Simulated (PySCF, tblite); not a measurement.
# C3H13NOSi3: geometry, infrared bands and NMR shifts

Aim: predict the infrared bands and NMR shifts of C3H13NOSi3 (`COC[Si@H]1N[SiH2]C[SiH2]1`).

Programs: tblite 0.8.0 and PySCF 2.14.0, with density-fitted response routines of our own. Each step states its level of theory. These are calculated values for one molecule in the gas phase, unless marked as measured. Atoms count from 0, in the outputs and in this text.

## Step 1: Starting geometry

21 atoms, charge 0, multiplicity 1; geometry from: force field or distance geometry start.

Bonds of the start (Å): C0–O1 1.44, O1–C2 1.44, C2–Si3 1.89, Si3–N4 1.71, N4–Si5 1.72, Si5–C6 1.86, C6–Si7 1.88, Si7–Si3 2.34, C0–H8 1.09, C0–H9 1.09, C0–H10 1.09, C2–H11 1.09, C2–H12 1.09, Si3–H13 1.48, N4–H14 1.02, Si5–H15 1.46, Si5–H16 1.48, C6–H17 1.10, C6–H18 1.10, Si7–H19 1.49, Si7–H20 1.49.

## Step 2: Optimising the geometry with GFN2-xTB

The job: settings as JSON, then the geometry in Å.

```
{"job": {"kind": "relax", "xc": "GFN2-xTB", "basis": "xTB"}, "charge": 0, "multiplicity": 1}
C      3.084000    -0.927800    -1.230200
O      1.747700    -0.487100    -0.943800
C      1.727100     0.351300     0.231200
Si     0.015200     1.036400     0.650700
N     -0.783200     1.611300    -0.746500
Si    -2.374700     0.971800    -0.719900
C     -2.415600    -0.806400    -0.170800
Si    -1.310700    -0.762000     1.345300
H      3.042500    -1.569200    -2.113000
H      3.479200    -1.504500    -0.390500
H      3.716600    -0.069200    -1.447300
H      2.377400     1.206700     0.052400
H      2.105100    -0.202600     1.095400
H      0.068600     2.102500     1.678700
H     -0.306200     1.231900    -1.563000
H     -2.903800     1.090400    -2.078600
H     -3.179400     1.821900     0.190400
H     -2.001800    -1.471800    -0.937400
H     -3.429800    -1.143900     0.074800
H     -0.562100    -2.036800     1.532200
H     -2.105000    -0.425900     2.564900
```

Run with:

```sh
> OMP_NUM_THREADS=1 python probes_run.py task.json out
```

One launch serves the whole session: the jobs run in the order shown.

**Question.** This job is followed by: GFN2-xTB harmonic vibrations, gas phase; GIAO PBE0/pcSseg-1 NMR shielding, non-relativistic, gas phase. What will the session give for the following? strongest single infrared mode (GFN2-xTB); zero-point energy (GFN2-xTB); ¹³C shifts against TMS (PBE0/pcSseg-1); ¹H shifts against TMS (PBE0/pcSseg-1, means over atoms taken as alike); ¹⁷O shifts against H2O (PBE0/pcSseg-1); ²⁹Si shifts against TMS (PBE0/pcSseg-1); ¹⁵N shifts against NH3 (PBE0/pcSseg-1).

The runs gave:

| quantity | value |
| --- | --- |
| strongest single infrared mode (GFN2-xTB) | 2173 cm⁻¹, 540 km/mol |
| zero-point energy (GFN2-xTB) | 95.0 kcal/mol |
| ¹³C shifts against TMS (PBE0/pcSseg-1) | 70.9, 65.2, -16.6 ppm |
| ¹H shifts against TMS (PBE0/pcSseg-1, means over atoms taken as alike) | 5.20, 5.15, 5.11, 4.16, 4.07, 3.46, 3.18, 3.04, 0.25, 0.20, -0.38 ppm |
| ¹⁷O shifts against H2O (PBE0/pcSseg-1) | 6.0 ppm |
| ²⁹Si shifts against TMS (PBE0/pcSseg-1) | -18.1, -19.7, -77.6 ppm |
| ¹⁵N shifts against NH3 (PBE0/pcSseg-1) | 26.8 ppm |

**Reading.** Over 112 steps the energy fell by 0.660 eV; of the close pairs, Si5–C6 changed most, 1.861 to 1.903 Å. The lowest mode is imaginary (46i cm⁻¹), so the xTB geometry is not a minimum. The strongest single mode, at 2173 cm⁻¹, moves mainly H16 and H15. Unscaled tight-binding wavenumbers are off by several per cent, some by more. Its intensities can rank the bands wrongly. The most deshielded carbon is C2 (sp3 CH2 bonded to O and Si), at 70.9 ppm: deshielded by the electronegative neighbour. At PBE0/pcSseg-1: The largest span, 119 ppm, is at Si5, where the paramagnetic term is -511 ppm.
